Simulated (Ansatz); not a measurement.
**SiAs+ (singlet): from Hartree-Fock to the top rungs at distance Si1–As2 = 2.871 Å, 6-31G**

One table from this session's results is given with a row withheld; the runs are named, their logs left out.

Method: 6-31G, core rule «outside noble gas», up to 19 orbitals frozen; program: Ansatz 0.2.0, Gaussian basis.

Plan: UHF; CCSD(T) on RHF; CCSD(T) on UHF; BCCD(T) on RHF; CISD; CCSDT(Q) on RHF; CCSDT(Q) on UHF; CCSDTQ on RHF; CASSCF and MRCISD+Q, 2 electrons in 2 orbitals; CASSCF and NEVPT2, 2 electrons in 2 orbitals; CASSCF and MRCISD+Q, 8 electrons in 8 orbitals; CASSCF and NEVPT4(SD), 8 electrons in 8 orbitals; CASSCF and NEVPT2, 8 electrons in 8 orbitals; Full CI.

34 further runs of the same task are left out: 1 for a known fault of the program, 26 that didn't finish, 7 set aside as unsound or not needed.

### What is computed

The geometry derives from a PBE0/def2-TZVP stationary point (not a proven minimum). One bond is set to the value named and the two fragments are kept rigid. No spin-orbit coupling is included. The filled d shell of As may be among the frozen orbitals whatever the setting's name suggests; the logs give the count.

2 atoms, charge 1, spin multiplicity 1.

Atoms are counted from 1 here; the program's logs count them from 0.

No contacts short enough for the rule that draws bonds.

Set-up of the first run:

File in.yaml:

```yaml
crystal:
  periodic: [false, false, false]
  atoms:
    - {symbol: Si, position_ang: [0.000000, 0.000000, 0.000000]}
    - {symbol: As, position_ang: [0.000000, 0.000000, 2.871000]}
basis:
  gaussian: {orbitals: 6-31G}
total_charge: 1
magnetization: {spin_polarized: true, initial_magnetization: 0}
hamiltonian: {xc: hf}
output: {orbitals: {seedname: orbitals}}
```

Run with:

```sh
ansatz run in.yaml --threads 1 --pin off --events-out ev --progress --plain --max-ram 2393MiB
```

Among the steps run: UHF; CCSD(T) on RHF; CCSD(T) on UHF; BCCD(T) on RHF; CISD; CCSDT(Q) on RHF; CCSDT(Q) on UHF; CCSDTQ on RHF; CASSCF and MRCISD+Q, 2 electrons in 2 orbitals; CASSCF and NEVPT2, 2 electrons in 2 orbitals; CASSCF and MRCISD+Q, 8 electrons in 8 orbitals; CASSCF and NEVPT4(SD), 8 electrons in 8 orbitals; CASSCF and NEVPT2, 8 electrons in 8 orbitals; Full CI.

One of the session's tables, all rows but one given; the rest of the session is left out.

```
            method  from FCI (meV)
               RHF         +3561.1
              RMP2               ?
              CISD          +689.1
             RCCSD          +389.5
          RCCSD(T)          +131.2
           BCCD(T)          +169.8
            RCCSDT           +77.7
         RCCSDT(Q)            -7.7
           RCCSDTQ            +9.1
    CASSCF valence          +828.7
    NEVPT2 valence          +197.1
NEVPT4(SD) valence           +15.3
    MRCISD valence           +13.2
  MRCISD+Q valence            -5.4
               FCI               0
```

Estimate the missing values for RMP2.

As computed: from FCI (meV): +1382.1. In the column «from FCI (meV)» it lies between CASSCF valence (+828.7) and RHF (+3561.1).

Among the levels timed on like hardware and quicker than the yardstick, those that no quicker one beats, quickest first: CISD (1.8 s, +689.1 meV); NEVPT2 valence (4.8 s, +197.1 meV); NEVPT4(SD) valence (6 s, +15.3 meV); MRCISD+Q valence (7.5 s, -5.4 meV).

Not comparable, so not listed: CASSCF and MRCISD+Q, 2 electrons in 2 orbitals (they don't share determinant, frozen orbitals or solution with the rows shown, or repeat one).

Caveats from the session: The report flags that the cluster equations may have other roots. The yardstick is full CI for this spin, exact in this basis with these frozen cores. Left out of the table: CASSCF pair, NEVPT2 pair (the active space lost an orbital or holds another state than full CI finds). Left out of the table: UHF, UMP2, UCCSD, UCCSD(T), UCCSDT, UCCSDT(Q) (another determinant or state than the rows shown). The program flags RCCSDTQ as in doubt, so those rows may rest on another solution; read them beside their warnings. RCCSDT(Q), MRCISD+Q valence fall below full CI, which methods that aren't variational can do. Of the multireference levels listed MRCISD+Q valence comes nearest in total energy (-5.4 meV), which doesn't show that its space is the better one. Warnings in the runs' records: large difference, other roots, passed over end.
